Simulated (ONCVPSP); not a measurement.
# Tungsten: generating and testing an ONCV potential

Do these settings give a usable potential? It is generated, then checked for transferability, scattering, ghosts and hardness.

The numbers are computed with ONCVPSP 4.0.1.1 (patched build) (PBE, scalar-relativistic, spin-unpolarised reference atom).

## (1) The atom and the settings

The settings as typed:

- element: tungsten (W, Z = 74)
- type: optimised norm-conserving Vanderbilt (ONCV)
- frozen core: [Kr] 4d10 4f14
- valence charge: 14
- reference configuration: 5s2 5p6 5d4.5 6s1.5
- partial waves: 5s+6s: rc 1.85 bohr, ncon 4, nbas 7, qcut 5.5 1/bohr, 2 projectors; 5p: rc 1.25 bohr, ncon 4, nbas 8, qcut 6.5 1/bohr, 1 projector; 5d: rc 2.70 bohr, ncon 4, nbas 9, qcut 6.4 1/bohr, 2 projectors, debl 0.7 Ha
- local potential: polynomial inside 0.80 bohr (lpopt 5, dvloc0 6 Ha)
- core correction: Teter function, fcfact 3.5, rcfact 1.55

The nodes and maxima of the atom's own shells, from an earlier all-electron run, set the scale for the radii.

All-electron outer shells of the reference configuration (PBE, scalar-relativistic, ld1.x):

```json
{"shell": "5s", "level (eV)": "-78.06", "outermost node (bohr)": "0.53", "outermost maximum (bohr)": "0.96"}
{"shell": "5p", "level (eV)": "-42.26", "outermost node (bohr)": "0.57", "outermost maximum (bohr)": "1.09"}
{"shell": "4f", "level (eV)": "-32.17", "outermost node (bohr)": "–", "outermost maximum (bohr)": "0.43"}
{"shell": "6s", "level (eV)": "-5.41", "outermost node (bohr)": "1.28", "outermost maximum (bohr)": "2.67"}
{"shell": "5d", "level (eV)": "-3.86", "outermost node (bohr)": "0.63", "outermost maximum (bohr)": "1.50"}
{"shell": "6p", "level (eV)": "-1.24", "outermost node (bohr)": "1.54", "outermost maximum (bohr)": "3.84"}
```

## (2) Generation

W.dat

```
# ATOM AND REFERENCE CONFIGURATION
# atsym  z   nc   nv     iexc    psfile
  W 74.00   10    4        4      upf
#
#   n    l    f
    1    0    2.00
    2    0    2.00
    2    1    6.00
    3    0    2.00
    3    1    6.00
    3    2   10.00
    4    0    2.00
    4    1    6.00
    4    2   10.00
    4    3   14.00
    5    0    2.00
    5    1    6.00
    5    2    4.50
    6    0    1.50
#
# PSEUDOPOTENTIAL AND OPTIMIZATION
# lmax
    2
#
#   l,   rc,      ep,       ncon, nbas, qcut
    0    1.85    0.00    4    7    5.50
    1    1.25    0.00    4    8    6.50
    2    2.70    0.00    4    9    6.40
#
# LOCAL POTENTIAL
# lloc, lpopt,  rc(5),   dvloc0
    4    5    0.80    6.00
#
# VANDERBILT-KLEINMAN-BYLANDER PROJECTORs
# l, nproj, debl
    0    2    3.60
    1    1    2.90
    2    2    0.70
#
# MODEL CORE CHARGE
# icmod, fcfact, rcfact
    3    3.50    1.55
#
# LOG DERIVATIVE ANALYSIS
# epsh1, epsh2, depsh
   -4.00    5.00    0.02
#
# OUTPUT GRID
# rlmax, drl
    6.00    0.01
#
# TEST CONFIGURATIONS
# ncnf
    4
# nvcnf
#   n    l    f
    4
    5    0    2.00
    5    1    6.00
    5    2    4.00
    6    0    2.00
#
    4
    5    0    2.00
    5    1    6.00
    5    2    4.00
    6    0    1.00
#
    4
    5    0    2.00
    5    1    6.00
    5    2    4.00
    6    0    0.00
#
    4
    5    0    2.00
    5    1    6.00
    5    2    5.00
    6    0    1.00
#
```

The run is started by

```bash
$ oncvpsp.x < W.dat > W.out
```

Q: Predict the outcome of this session. Wanted: cutoffs for 1 and 0.1 mHa per electron, occupied waves; bound ghosts; GHOST(+) flags; largest test error; largest phase difference near zero energy, channels read; rms error of d²Exc/dn², without and with the model core.

The runs gave:

| quantity | value |
| --- | --- |
| cutoffs for 1 and 0.1 mHa per electron, occupied waves | 82 Ha and 129 Ha |
| bound ghosts | s at -141.43 eV |
| GHOST(+) flags | p at -2 eV, d at 131 eV |
| largest test error (AE − PS) | -11 meV, for 5s2 5p6 5d4 6s0 |
| largest phase difference near zero energy, channels read | 3.051 rad |
| rms error of d²Exc/dn², without and with the model core | 7.43 and 1.37 mHa |

What this shows: A bound ghost (s) makes it unfit for use: electrons can fall into a state that the atom doesn't have. By total energies transferability is good: the largest error is 11 meV on 23.9 eV, for 5s2 5p6 5d4 6s0. Atomic tests can pass in spite of a ghost, since they solve only for the levels asked. The potential is very hard: the looser tolerance needs 82 Ha. At the looser tolerance the 5p wave is the slowest; 5d needs 12 Ha. Near zero energy the largest phase difference among the channels read is 3.05 rad, in the p channel. A step near π is an extra or missing state, not a misfit of shape. The pseudo curves have a pole with no partner nearby in the atom's: p at -0.16 Ha. The program also flags highly localised states, GHOST(+) (p, d). Note that the frozen 4f shell (-32 eV) lies higher than the valence 5s shell (-78 eV). These are tests on the free atom; a crystal test is still owed.
